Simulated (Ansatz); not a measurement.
A nudged elastic band was laid between two geometries of a periodic cell of 63 atoms, Si (host Si, host structure diamond, one Si atom removed), cell charge +2.

The calculation used DFT LDA, scalar-relativistic, plane waves, PAW in Ansatz 0.2.0. Settings: PAW set soft_1, cutoff 420 eV, k mesh 1x1x1, fermi-dirac smearing 0.02 eV, no spin polarisation.

| Property | Result |
| --- | --- |
| movable images | 3 |
| climbing image | yes |
| spring | 5.0 eV/Å² |
| optimiser | quadratic models (default) |
| start path | IDPP |
| force threshold | 0.03 eV/Å |
| iteration limit | 80 |
| end points | relaxed |

Initial state:

```xyz
63
Lattice="10.8600 0.0000 0.0000 0.0000 10.8600 0.0000 0.0000 0.0000 10.8600" Properties=species:S:1:pos:R:3
Si 5.434 0.022 0.006
Si 6.802 1.352 1.365
Si 8.148 2.711 0.005
Si 9.506 4.067 1.344
Si 8.147 -0.004 2.722
Si 9.497 1.352 4.076
Si 0.001 -0.030 0.007
Si 1.287 1.425 1.289
Si 2.743 2.709 0.004
Si 4.073 4.078 1.362
Si 5.433 5.425 0.005
Si 6.789 6.786 1.343
Si 8.150 8.141 0.004
Si 9.493 9.501 1.366
Si 4.148 1.426 4.149
Si 5.431 2.710 2.692
Si 6.787 4.067 4.096
Si 8.146 5.425 2.720
Si 9.506 6.784 4.095
Si 5.431 -0.031 5.434
Si 6.788 1.373 6.790
Si 8.149 2.711 5.434
Si 9.504 4.070 6.792
Si 8.148 -0.004 8.148
Si 9.506 1.372 9.508
Si 0.002 5.426 0.005
Si 1.361 6.773 1.364
Si 2.690 8.143 0.006
Si 4.148 9.427 1.290
Si 0.004 2.710 2.746
Si 1.363 4.079 4.074
Si 2.718 5.426 2.718
Si 4.073 6.772 4.075
Si 5.431 8.141 2.746
Si 6.799 9.499 4.076
Si 0.006 0.023 5.434
Si 1.363 1.353 6.803
Si 2.692 2.711 5.433
Si 4.094 4.067 6.793
Si 5.432 5.426 5.436
Si 6.791 6.783 6.794
Si 8.147 8.140 5.434
Si 9.507 9.480 6.789
Si 2.717 -0.005 8.151
Si 4.074 1.350 9.497
Si 5.433 2.710 8.152
Si 6.792 4.070 9.506
Si 8.148 5.426 8.149
Si 9.504 6.782 9.506
Si 0.003 8.142 2.694
Si 1.288 9.424 4.151
Si 0.003 5.425 5.434
Si 1.342 6.784 6.792
Si 2.745 8.140 5.435
Si 4.073 9.500 6.803
Si 0.002 2.711 8.148
Si 1.340 4.067 9.509
Si 2.718 5.426 8.152
Si 4.094 6.786 9.510
Si 5.433 8.141 8.150
Si 6.790 9.480 9.508
Si 0.002 8.141 8.150
Si 1.360 9.500 9.497
```

Final state:

```xyz
63
Lattice="10.8600 0.0000 0.0000 0.0000 10.8600 0.0000 0.0000 0.0000 10.8600" Properties=species:S:1:pos:R:3
Si 5.440 0.001 0.001
Si 6.787 1.357 1.357
Si 8.135 2.714 0.001
Si 9.508 4.067 1.333
Si 8.135 0.001 2.714
Si 9.508 1.333 4.067
Si -0.051 -0.051 -0.051
Si 2.766 -0.051 2.766
Si 2.766 2.766 -0.051
Si 4.067 4.067 1.382
Si 5.427 5.427 -0.018
Si 6.787 6.787 1.357
Si 8.148 8.148 -0.018
Si 9.508 9.508 1.382
Si 4.067 1.382 4.067
Si 5.440 2.714 2.714
Si 6.787 4.074 4.074
Si 8.148 5.427 2.733
Si 9.501 6.788 4.074
Si 5.427 -0.018 5.427
Si 6.787 1.357 6.787
Si 8.148 2.733 5.427
Si 9.501 4.074 6.788
Si 8.148 -0.018 8.148
Si 9.508 1.382 9.508
Si 0.001 5.440 0.001
Si 1.357 6.787 1.357
Si 2.714 8.135 0.001
Si 4.067 9.508 1.333
Si -0.051 2.766 2.766
Si 1.382 4.067 4.067
Si 2.714 5.440 2.714
Si 4.074 6.787 4.074
Si 5.427 8.148 2.733
Si 6.788 9.501 4.074
Si 0.001 0.001 5.440
Si 1.357 1.357 6.787
Si 2.714 2.714 5.440
Si 4.074 4.074 6.787
Si 5.431 5.431 5.431
Si 6.787 6.787 6.787
Si 8.144 8.144 5.431
Si 9.501 9.501 6.787
Si 2.714 0.001 8.135
Si 4.067 1.333 9.508
Si 5.427 2.733 8.148
Si 6.788 4.074 9.501
Si 8.144 5.431 8.144
Si 9.501 6.787 9.501
Si 0.001 8.135 2.714
Si 1.333 9.508 4.067
Si -0.018 5.427 5.427
Si 1.357 6.787 6.787
Si 2.733 8.148 5.427
Si 4.074 9.501 6.788
Si 0.001 2.714 8.135
Si 1.333 4.067 9.508
Si 2.733 5.427 8.148
Si 4.074 6.788 9.501
Si 5.431 8.144 8.144
Si 6.787 9.501 9.501
Si -0.018 8.148 8.148
Si 1.382 9.508 9.508
```

Task: What changes between the two ends?

Result: Contacts lost: Si7–Si8, Si8–Si9, Si8–Si30. Contacts made: Si8–Si15, Si8–Si29, Si8–Si51. The atom that moves furthest is Si8, by 2.56 Å; four of its nearest neighbours are Si7 2.33, Si30 2.33, Si9 2.33, Si57 3.74 Å at the first end and Si29 2.33, Si51 2.33, Si15 2.33, Si34 3.76 Å at the last.

Task: Give the energies along the band, and the barrier.

Result: The run converged. The highest image is number 2 of 0 to 4, 0.62 eV above the ends, which have the same energy within 2 meV. By the program's own check the climbing image is a first-order saddle point (lowest curvatures found: -2.10 and 1.01 eV/Å²). Limits of this set-up: coarse k mesh, PAW files made for another functional, no spin, though dangling bonds at a vacancy may carry it, charged cell in a uniform background, uncorrected.

| image | path coordinate (Å) | energy (eV) | Si7–Si8 (Å) | Si8–Si9 (Å) | Si8–Si30 (Å) |
| --- | --- | --- | --- | --- | --- |
| 0 | 0.00 | 0.00 | 2.33 | 2.33 | 2.33 |
| 1 | 0.75 | 0.23 | 2.44 | 2.43 | 2.43 |
| 2 | 1.50 | 0.62 | 2.80 | 2.76 | 2.77 |
| 3 | 2.22 | 0.25 | 3.40 | 3.38 | 3.38 |
| 4 | 2.95 | 0.00 | 3.98 | 3.98 | 3.98 |

Task: What is the geometry of the highest image?

Result: 
```xyz
63
Lattice="10.8600 0.0000 0.0000 0.0000 10.8600 0.0000 0.0000 0.0000 10.8600" Properties=species:S:1:pos:R:3
Si 5.431 0.004 -0.004
Si 6.792 1.356 1.361
Si 8.178 2.697 0.018
Si 9.592 3.980 1.384
Si 8.142 -0.001 2.718
Si 9.507 1.348 4.083
Si 0.130 -0.028 0.131
Si 2.049 0.691 2.043
Si 2.746 2.568 0.147
Si 4.083 4.070 1.366
Si 5.439 5.428 -0.021
Si 6.772 6.802 1.359
Si 8.149 8.136 -0.019
Si 9.506 9.496 1.368
Si 3.927 1.386 3.929
Si 5.431 2.724 2.711
Si 6.789 4.078 4.098
Si 8.166 5.409 2.718
Si 9.496 6.788 4.096
Si 5.338 0.022 5.339
Si 6.766 1.355 6.767
Si 8.148 2.734 5.440
Si 9.517 4.057 6.821
Si 8.159 -0.004 8.160
Si 9.584 1.332 9.586
Si 0.019 5.392 0.020
Si 1.359 6.781 1.360
Si 2.708 8.146 -0.004
Si 3.937 9.636 1.332
Si 0.142 2.571 2.746
Si 1.365 4.070 4.083
Si 2.716 5.431 2.717
Si 4.058 6.816 4.059
Si 5.345 8.227 2.694
Si 6.753 9.518 4.058
Si -0.004 0.005 5.431
Si 1.360 1.357 6.793
Si 2.710 2.724 5.431
Si 4.096 4.078 6.790
Si 5.420 5.458 5.421
Si 6.789 6.787 6.790
Si 8.115 8.158 5.418
Si 9.497 9.477 6.788
Si 2.717 0.000 8.143
Si 4.084 1.348 9.507
Si 5.439 2.734 8.148
Si 6.819 4.058 9.517
Si 8.147 5.429 8.148
Si 9.519 6.754 9.520
Si -0.004 8.146 2.709
Si 1.332 9.631 3.944
Si -0.023 5.428 5.440
Si 1.357 6.800 6.776
Si 2.693 8.224 5.349
Si 4.057 9.517 6.756
Si 0.018 2.697 8.180
Si 1.383 3.978 9.596
Si 2.716 5.407 8.169
Si 4.094 6.788 9.497
Si 5.418 8.157 8.116
Si 6.788 9.477 9.498
Si -0.021 8.136 8.150
Si 1.366 9.496 9.507
```

Run time: 3.1 min on 4 threads of Arm Neoverse V2, with other jobs on the host, peak memory 2.3 GiB.
